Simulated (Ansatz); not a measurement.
**BGeH6P: how energies converge with the basis set**

The task here is to estimate one member of a computed series from the others.

The runs use Ansatz 0.2.0, Gaussian basis; one geometry, several basis sets.

Plan: PBE0-D4/def2-SVP; ωB97M-V/def2-SVP; PBE0-D4/def2-QZVPP; ωB97M-V/def2-QZVPP; the functionals' def2-TZVPP values are taken from earlier runs.

## The geometry

The geometry comes from an earlier relaxation with PBE0-D4 in a triple-zeta def2 set; it is a stationary point, not always the lowest conformer.

9 atoms, charge 0, spin multiplicity 1.

Atoms are counted from 1 here; the program's logs count them from 0.

Bond lengths: B1–Ge2 2.049 Å, B1–H4 1.194 Å, B1–H5 1.194 Å, Ge2–P3 2.345 Å, Ge2–H6 1.540 Å, Ge2–H7 1.540 Å, P3–H8 1.421 Å, P3–H9 1.421 Å. Angles: Ge2–B1–H4 120.3°, Ge2–B1–H5 120.8°, H4–B1–H5 118.7°, B1–Ge2–P3 104.4°, B1–Ge2–H6 114.6°, B1–Ge2–H7 113.8°, P3–Ge2–H6 110.2°, P3–Ge2–H7 105.0°, H6–Ge2–H7 108.4°, Ge2–P3–H8 93.3°, Ge2–P3–H9 94.0°, H8–P3–H9 92.9°.

The first run:

The input, in.yaml:

```yaml
crystal:
  periodic: [false, false, false]
  atoms:
    - {symbol: B, position_ang: [-1.039907, 0.725094, -1.239590]}
    - {symbol: Ge, position_ang: [0.683317, 0.243273, -0.241808]}
    - {symbol: P, position_ang: [0.082793, -1.575227, 1.112256]}
    - {symbol: H, position_ang: [-1.367963, 0.108521, -2.207968]}
    - {symbol: H, position_ang: [-1.769026, 1.575633, -0.825947]}
    - {symbol: H, position_ang: [1.264970, 1.379222, 0.620499]}
    - {symbol: H, position_ang: [1.800992, -0.292921, -1.156065]}
    - {symbol: H, position_ang: [1.200163, -1.408859, 1.973495]}
    - {symbol: H, position_ang: [-0.766840, -0.801037, 1.948229]}
basis:
  gaussian: {orbitals: def2-SVP}
hamiltonian: {xc: pbe0, dispersion: d4}
output: {orbitals: {seedname: orbitals}}
```

On the command line:

```bash
ansatz run in.yaml --threads 2 --pin off --events-out ev --progress --plain --max-ram 4352MiB
```

Steps of the session up to this table: PBE0-D4 in def2-SVP; ωB97M-V in def2-SVP; PBE0-D4 in def2-QZVPP; ωB97M-V in def2-QZVPP.

One of the session's tables, all rows but one given; the rest of the session is left out.

It belongs to the step «Functionals by basis». 

```
functional       basis  HOMO (eV)  LUMO (eV)
   PBE0-D4    def2-SVP      -7.43      -2.49
   PBE0-D4  def2-TZVPP      -7.48      -2.54
   PBE0-D4  def2-QZVPP      -7.49      -2.55
   ωB97M-V    def2-SVP          ?          ?
   ωB97M-V  def2-TZVPP      -9.51      -0.62
   ωB97M-V  def2-QZVPP      -9.52      -0.67
```

**Question.** Estimate the row for ωB97M-V, def2-SVP.

As computed: HOMO (eV): -9.43; LUMO (eV): -0.46. In the column «HOMO (eV)» it lies between ωB97M-V, def2-TZVPP (-9.51) and PBE0-D4, def2-QZVPP (-7.49).
